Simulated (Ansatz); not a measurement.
**BFH₂Se: one species, many methods**

An exercise on one series of results from a longer session: the logs are not shown, and one member is left open.

Method: functionals in def2-TZVPP, the program's frozen cores in correlated methods; program: Ansatz 0.2.0, Gaussian basis.

Levels to be run: LDA (SPW92), PBE-D4, revPBE-D4, BLYP-D4, r2SCAN-D4, B97M-V, PBE0-D4, B3LYP-D4, r2SCANh-D4, r2SCAN0-D4, HSE06-D4, BHLYP-D4, CAM-B3LYP-D4, LC-ωPBE, ωB97X-V, ωB97M-V, B2PLYP, PBE-QIDH; CCSD(T)/def2-SVP; CCSD(T)/def2-TZVPP; CCSD(T)/def2-QZVPP; extrapolation to the limit; RPA on PBE.

## The relaxed structure

All runs share one geometry, relaxed beforehand with PBE0-D4 in a triple-zeta def2 set.

SMILES `FB[SeH]`, 5 atoms, charge 0, spin multiplicity 1.

Atoms are counted from 1 here; the program's logs count them from 0.

Bond lengths: F1–B2 1.320 Å, B2–Se3 1.934 Å, B2–H4 1.193 Å, Se3–H5 1.467 Å. Angles: F1–B2–Se3 118.0°, F1–B2–H4 119.8°, Se3–B2–H4 122.2°, B2–Se3–H5 93.3°.

Set-up of the first run:

File in.yaml:

```yaml
crystal:
  periodic: [false, false, false]
  atoms:
    - {symbol: F, position_ang: [-0.285900, -1.627166, 0.824315]}
    - {symbol: B, position_ang: [-0.277503, -0.532157, 0.086991]}
    - {symbol: Se, position_ang: [1.102213, 0.780013, 0.426212]}
    - {symbol: H, position_ang: [-1.106882, -0.379256, -0.757477]}
    - {symbol: H, position_ang: [0.617971, 1.684965, -0.621442]}
basis:
  gaussian: {orbitals: def2-TZVPP}
hamiltonian: {xc: lda}
output: {orbitals: {seedname: orbitals}}
```

The run is started by

```console
$ ansatz run in.yaml --threads 2 --pin off --events-out ev --progress --plain --max-ram 32768MiB --backend cpu
```

Steps of the session up to this table: LDA; PBE-D4 (GGA); revPBE-D4 (GGA); BLYP-D4 (GGA); r2SCAN-D4 (meta-GGA); B97M-V (meta-GGA); PBE0-D4 (hybrid); B3LYP-D4 (hybrid); r2SCANh-D4 (hybrid); r2SCAN0-D4 (hybrid); HSE06-D4 (hybrid); BHLYP-D4 (hybrid); CAM-B3LYP-D4 (range-separated); LC-ωPBE (range-separated); ωB97X-V (range-separated); ωB97M-V (range-separated); B2PLYP (double hybrid); PBE-QIDH (double hybrid).

One of the session's tables, all rows but one given; the rest of the session is left out.

It belongs to the step «Frontier levels by functional». 

| functional | HOMO (eV) | gap (eV) |
| --- | --- | --- |
| LDA (SPW92) | -6.84 | 4.79 |
| PBE-D4 | -6.67 | 4.89 |
| revPBE-D4 | -6.61 | 4.94 |
| BLYP-D4 | -6.49 | 4.86 |
| r2SCAN-D4 | ? | ? |
| B97M-V | -6.96 | 5.50 |
| PBE0-D4 | -7.80 | 6.95 |
| B3LYP-D4 | -7.55 | 6.49 |
| r2SCANh-D4 | -7.36 | 6.23 |
| r2SCAN0-D4 | -7.98 | 7.34 |
| HSE06-D4 | -7.40 | 6.17 |
| BHLYP-D4 | -8.75 | 8.92 |
| CAM-B3LYP-D4 | -9.06 | 9.31 |
| LC-ωPBE | -10.41 | 11.82 |
| ωB97X-V | -10.06 | 11.41 |
| ωB97M-V | -9.93 | 11.07 |

**Question.** Estimate the row for r2SCAN-D4.

Worked estimate for «HOMO (eV)». Against the share of exact exchange, r2SCANh-D4 (0.1, -7.36), r2SCAN0-D4 (0.25, -7.98) give a slope of -4.13 per unit share; at 0 the line stands at -6.95.

**Answer.** HOMO (eV): -6.95; gap (eV): 5.48. In «HOMO (eV)» the line misses by 0.00.
